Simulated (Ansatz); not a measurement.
# C2H4SSi: how energies converge with the basis set

How large a basis does C2H4SSi need? Two functionals are run in growing sets.

Method: one geometry, several basis sets; program: Ansatz 0.2.0, Gaussian basis.

The runs, in order: PBE0-D4/def2-SVP; ωB97M-V/def2-SVP; PBE0-D4/def2-QZVPP; ωB97M-V/def2-QZVPP; the functionals' def2-TZVPP values are taken from earlier runs.

## (1) Structure used throughout

The geometry comes from an earlier relaxation with PBE0-D4 in a triple-zeta def2 set; it is a stationary point, not always the lowest conformer.

SMILES `C1=CS[SiH2]1`, 8 atoms, charge 0, spin multiplicity 1.

Atoms are counted from 1 here; the program's logs count them from 0.

Bond lengths: C1–C2 1.342 Å, C1–Si4 1.841 Å, C1–H5 1.081 Å, C2–S3 1.782 Å, C2–H6 1.087 Å, S3–Si4 2.171 Å, Si4–H7 1.484 Å, Si4–H8 1.484 Å. Angles: C2–C1–Si4 94.5°, C2–C1–H5 125.7°, Si4–C1–H5 139.8°, C1–C2–S3 112.3°, C1–C2–H6 128.5°, S3–C2–H6 119.2°, C2–S3–Si4 72.6°, C1–Si4–S3 80.6°, C1–Si4–H7 118.2°, C1–Si4–H8 118.2°, S3–Si4–H7 114.0°, S3–Si4–H8 114.0°, H7–Si4–H8 109.3°.

## (2) PBE0-D4 in def2-SVP

in.yaml reads:

```yaml
crystal:
  periodic: [false, false, false]
  atoms:
    - {symbol: C, position_ang: [-0.565101, 0.720053, -0.116594]}
    - {symbol: C, position_ang: [0.552629, 0.968485, 0.583310]}
    - {symbol: S, position_ang: [1.588374, -0.473404, 0.740356]}
    - {symbol: Si, position_ang: [-0.160049, -1.051228, -0.410091]}
    - {symbol: H, position_ang: [-1.341378, 1.438312, -0.340899]}
    - {symbol: H, position_ang: [0.873051, 1.903059, 1.037766]}
    - {symbol: H, position_ang: [-1.001430, -2.081981, 0.248136]}
    - {symbol: H, position_ang: [0.146005, -1.480497, -1.797784]}
basis:
  gaussian: {orbitals: def2-SVP}
hamiltonian: {xc: pbe0, dispersion: d4}
output: {orbitals: {seedname: orbitals}}
```

On the command line:

```
> ansatz run in.yaml --threads 2 --pin off --events-out ev --progress --plain --max-ram 4352MiB
```

Log:

```text
Functional definition: PBE0
  name "PBE0"
  cite "Adamo & Barone, J. Chem. Phys. 110, 6158 (1999) doi:10.1063/1.478522"
  cite "Perdew, Burke & Ernzerhof, Phys. Rev. Lett. 77, 3865 (1996) doi:10.1103/PhysRevLett.77.3865"
  parent pbe
  parameter a = 0.25
  parameter kappa = 0.804
  parameter beta = 0.06672455060314922
  exchange = (1 - a)*pbe_x(kappa = kappa, mu = beta*pi^2/3) + a*exact_x
  correlation = pbe_c(beta = beta)
823 factors; integrals over basis functions are off by at most 1.2e-3 eV
mean field evaluation 1: about -20829.2933 eV, gradient 4.4e1 eV
mean field evaluation 2: about -20823.9404 eV, gradient 6.0e1 eV
mean field evaluation 4: about -20834.2554 eV, gradient 4.1e0 eV
mean field evaluation 8: about -20834.3978 eV, gradient 8.0e-2 eV
mean field evaluation 16: about -20834.3978 eV, gradient 8.5e-5 eV
mean field -20834.39779029 eV, -765.6499967313 hartree, gradient 8.5e-5 eV, S^2 0.000000; 0 other end points of the search recorded, 0 dependent functions left out
reference -20834.39781389 eV, -765.6499975984 hartree; 23, 23 occupied and 61, 61 virtual orbitals, 823 factors
Total energy: -20834.56963636 eV, -765.6563119577 hartree
```

Run time: 1.1 s. Hardware: 2 threads of Arm Neoverse V2, shared host.

## (3) ωB97M-V in def2-SVP

in.yaml: that of step 2 with these lines changed.

```diff
@@ -13,3 +13,3 @@
   gaussian: {orbitals: def2-SVP}
-hamiltonian: {xc: pbe0, dispersion: d4}
+hamiltonian: {xc: {name: wB97M-V}}
 output: {orbitals: {seedname: orbitals}}
```

Same command.

Log (excerpt; [...] marks lines left out):

```text
Functional definition: wB97M-V
  name "wB97M-V"
  cite "Mardirossian & Head-Gordon, J. Chem. Phys. 144, 214110 (2016) doi:10.1063/1.4952647"
  cite "Becke, J. Chem. Phys. 107, 8554 (1997) doi:10.1063/1.475007"
  cite "Vydrov & Van Voorhis, J. Chem. Phys. 133, 244103 (2010) doi:10.1063/1.3521275"
  # Of w^i u^j: cxij and so on, Table III.
[...]
  gx(w, u) = 1 - cx + cx01*u + cx10*w
  gss(w, u) = css00 + css04*u^4 + css10*w + css20*w^2 + css43*w^4*u^3
  gos(w, u) = cos00 + cos10*w + (cos20 + cos21*u)*w^2 + (cos60 + cos61*u)*w^6
[...]
      + integral(e_c_pw_mod_opposite_spin*gos(b97_w_opposite, b97_u_opposite)) + vv10(b, c)
823 factors; integrals over basis functions are off by at most 1.2e-3 eV
263 factors; integrals over basis functions are off by at most 7.3e-6 eV
[...]
mean field -20841.87077479 eV, -765.9246238462 hartree, gradient 6.0e-5 eV, S^2 0.000000; 0 other end points of the search recorded, 0 dependent functions left out
reference -20841.87081193 eV, -765.9246252111 hartree; 23, 23 occupied and 61, 61 virtual orbitals, 823 factors
Total energy: -20841.87081193 eV, -765.9246252111 hartree
```

Wall time 4.8 s (2 threads of Arm Neoverse V2, shared host).

## (4) PBE0-D4 in def2-QZVPP

in.yaml: that of step 3 with these lines changed.

```diff
@@ -12,4 +12,4 @@
 basis:
-  gaussian: {orbitals: def2-SVP}
-hamiltonian: {xc: {name: wB97M-V}}
+  gaussian: {orbitals: "def2-QZVPP.json"}
+hamiltonian: {xc: pbe0, dispersion: d4}
 output: {orbitals: {seedname: orbitals}}
```

Same command.

Log:

```text
Functional definition: PBE0
  name "PBE0"
  cite "Adamo & Barone, J. Chem. Phys. 110, 6158 (1999) doi:10.1063/1.478522"
  cite "Perdew, Burke & Ernzerhof, Phys. Rev. Lett. 77, 3865 (1996) doi:10.1103/PhysRevLett.77.3865"
  parent pbe
  parameter a = 0.25
  parameter kappa = 0.804
  parameter beta = 0.06672455060314922
  exchange = (1 - a)*pbe_x(kappa = kappa, mu = beta*pi^2/3) + a*exact_x
  correlation = pbe_c(beta = beta)
1343 factors; their error is unknown
mean field evaluation 1: about -20835.1142 eV, gradient 6.1e1 eV
mean field evaluation 2: about -20819.9395 eV, gradient 9.3e1 eV
mean field evaluation 4: about -20843.9743 eV, gradient 4.8e0 eV
mean field evaluation 8: about -20844.0314 eV, gradient 1.4e-1 eV
mean field evaluation 16: about -20844.0494 eV, gradient 1.4e-4 eV
mean field -20844.04938785 eV, -766.0046863995 hartree, gradient 1.5e-5 eV, S^2 0.000000; 0 other end points of the search recorded, 0 dependent functions left out
reference -20844.04942383 eV, -766.0046877215 hartree; 23, 23 occupied and 351, 351 virtual orbitals, 1343 factors
Total energy: -20844.22124630 eV, -766.0110020808 hartree
```

It took 7 s on 2 threads of Arm Neoverse V2, shared host; peak memory 1.1 GiB.

## (5) ωB97M-V in def2-QZVPP

in.yaml: that of step 4 with these lines changed.

```diff
@@ -13,3 +13,3 @@
   gaussian: {orbitals: "def2-QZVPP.json"}
-hamiltonian: {xc: pbe0, dispersion: d4}
+hamiltonian: {xc: {name: wB97M-V}}
 output: {orbitals: {seedname: orbitals}}
```

Launched as before.

Log (excerpt; [...] marks lines left out):

```text
Functional definition: wB97M-V
  name "wB97M-V"
  cite "Mardirossian & Head-Gordon, J. Chem. Phys. 144, 214110 (2016) doi:10.1063/1.4952647"
  cite "Becke, J. Chem. Phys. 107, 8554 (1997) doi:10.1063/1.475007"
  cite "Vydrov & Van Voorhis, J. Chem. Phys. 133, 244103 (2010) doi:10.1063/1.3521275"
  # Of w^i u^j: cxij and so on, Table III.
[...]
  gx(w, u) = 1 - cx + cx01*u + cx10*w
  gss(w, u) = css00 + css04*u^4 + css10*w + css20*w^2 + css43*w^4*u^3
  gos(w, u) = cos00 + cos10*w + (cos20 + cos21*u)*w^2 + (cos60 + cos61*u)*w^6
[...]
      + integral(e_c_pw_mod_opposite_spin*gos(b97_w_opposite, b97_u_opposite)) + vv10(b, c)
1295 factors; their error is unknown
298 factors; integrals over basis functions are off by at most 1.6e-5 eV
[...]
mean field -20851.56745843 eV, -766.2809703973 hartree, gradient 2.7e-5 eV, S^2 0.000000; 0 other end points of the search recorded, 0 dependent functions left out
reference -20851.56751622 eV, -766.2809725210 hartree; 23, 23 occupied and 351, 351 virtual orbitals, 1295 factors
Total energy: -20851.56751622 eV, -766.2809725210 hartree
```

It took 18 s on 2 threads of Arm Neoverse V2, shared host; peak memory 1.2 GiB.

## (6) Functionals by basis

The def2-TZVPP values come from earlier runs at the same geometry.

```
functional       basis  functions  energy (eV)  from the largest (eV)  HOMO (eV)  LUMO (eV)
   PBE0-D4    def2-SVP         84  -20834.5696                  9.652      -6.49      -0.49
   PBE0-D4  def2-TZVPP        202  -20843.5121                  0.709      -6.55      -0.63
   PBE0-D4  def2-QZVPP        374  -20844.2212                  0.000      -6.58      -0.67
   ωB97M-V    def2-SVP         84  -20841.8708                  9.697      -8.57       1.71
   ωB97M-V  def2-TZVPP        202  -20850.9034                  0.664      -8.66       1.45
   ωB97M-V  def2-QZVPP        374  -20851.5675                  0.000      -8.68       1.10
```

## (7) What came out

```
                                       quantity          value
PBE0-D4: double and triple zeta above quadruple  9.65, 0.71 eV
ωB97M-V: double and triple zeta above quadruple  9.70, 0.66 eV
```

What this shows: For PBE0-D4 the step from double to triple zeta gains 8.94 eV and the next only 0.71 eV. These are total energies; as a rule much of such shifts cancels in differences, which this series doesn't test. The LUMO of ωB97M-V is positive and keeps falling with the basis (1.71 to 1.10 eV): an unbound level that the basis holds in place.

For PBE0-D4 the largest set took about 7 times as long as the smallest (7 s against 1.1 s).
